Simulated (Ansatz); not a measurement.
# VBr3 (ReO3 type): equation of state and elastic constants

Aim: the bulk modulus of VBr3 (ReO3 type) from energies at several volumes around the relaxed one, then the elastic tensor. The start comes from a prototype table, not from a measured structure.

Method: DFT PBEsol, scalar-relativistic, plane waves, PAW, in Ansatz 0.2.0.

## (1) Starting point

It takes space group Pm-3m (No. 221, cubic). Conventional cell: a = 4.995 Å, b = 4.995 Å, c = 4.995 Å, α = 90.00°, β = 90.00°, γ = 90.00°. Around V (site symmetry m-3m) lie 6 Br at 2.50 Å. Around Br (site symmetry 4/mmm) lie 2 V at 2.50 Å.

Structure file:

```cif
data_structure
_symmetry_space_group_name_H-M 'Pm-3m'
_symmetry_Int_Tables_number 221
_cell_length_a 4.9954
_cell_length_b 4.9954
_cell_length_c 4.9954
_cell_angle_alpha 90.000
_cell_angle_beta 90.000
_cell_angle_gamma 90.000
_cell_volume 124.65
loop_
_atom_site_label
_atom_site_type_symbol
_atom_site_symmetry_multiplicity
_atom_site_Wyckoff_symbol
_atom_site_fract_x
_atom_site_fract_y
_atom_site_fract_z
_atom_site_occupancy
V1 V 1 a 0.00000 0.00000 0.00000 1
Br1 Br 3 d 0.50000 0.00000 0.00000 1
```

An earlier run at PBEsol left this cell at 31.163 Å³/atom and 0.00 GPa (6×6×6 mesh).

Volume factors to run: 0.980, 1.020, 0.960, 1.040.

## (2) Volume × 0.980

Contents of input.yaml:

```yaml
crystal:
  lattice:
    - [4.9618381605, 0.0, 0.0]
    - [0.0, 4.9618381605, 0.0]
    - [0.0, 0.0, 4.9618381605]
  atoms:
    - { symbol: V, position: [0.0, 0.0, 0.0], spin: 1.92 }
    - { symbol: Br, position: [0.5, 0.0, 0.0] }
    - { symbol: Br, position: [0.0, 0.0, 0.5] }
    - { symbol: Br, position: [0.0, 0.5, 0.0] }
basis:
  ecutwfc: 420
  ecutrho_ratio: 4
kpoints:
  mp_grid: { grid: [6, 6, 6] }
hamiltonian:
  xc: pbesol
scf:
  occupations: { method: gaussian, width: 0.05 }
output:
  forces: true
  stress: true
  eigenvalues: true
  populations: true
magnetization:
  spin_polarized: true
```

After this run come: Scaling the volume by 1.020; At 0.960 of the relaxed volume; Scaling the volume by 1.040; Elastic constants, atoms relaxed.

Q: Predict the outcome of this session. Wanted: V0; B0; B0′; scatter of the fit; C11, C12, C44; K, G, E; Poisson's ratio.

As calculated:

```
          quantity           value
                V0  31.155 Å³/atom
                B0          43 GPa
               B0′             4.7
scatter of the fit  0.000 meV/atom
     C11, C12, C44  91, 19, 18 GPa
    K, G, E (Hill)  43, 24, 60 GPa
   Poisson's ratio            0.27
```

What this shows: A third-order Birch–Murnaghan fit puts the minimum at 31.16 Å³/atom with a bulk modulus of 43 GPa. One per cent of compression takes about 0.43 GPa. The moment on atom 1 grows from 1.71 to 1.79 μB on expansion. All eigenvalues of the tensor are positive, so the cell is mechanically stable. K/G = 1.81 lies over Pugh's 1.75, an empirical mark of ductile behaviour drawn from metals, and the universal anisotropy index of 0.60 is moderate. The bulk moduli from the tensor and from the fit agree within 1 %. These are values at 0 K without zero-point motion.
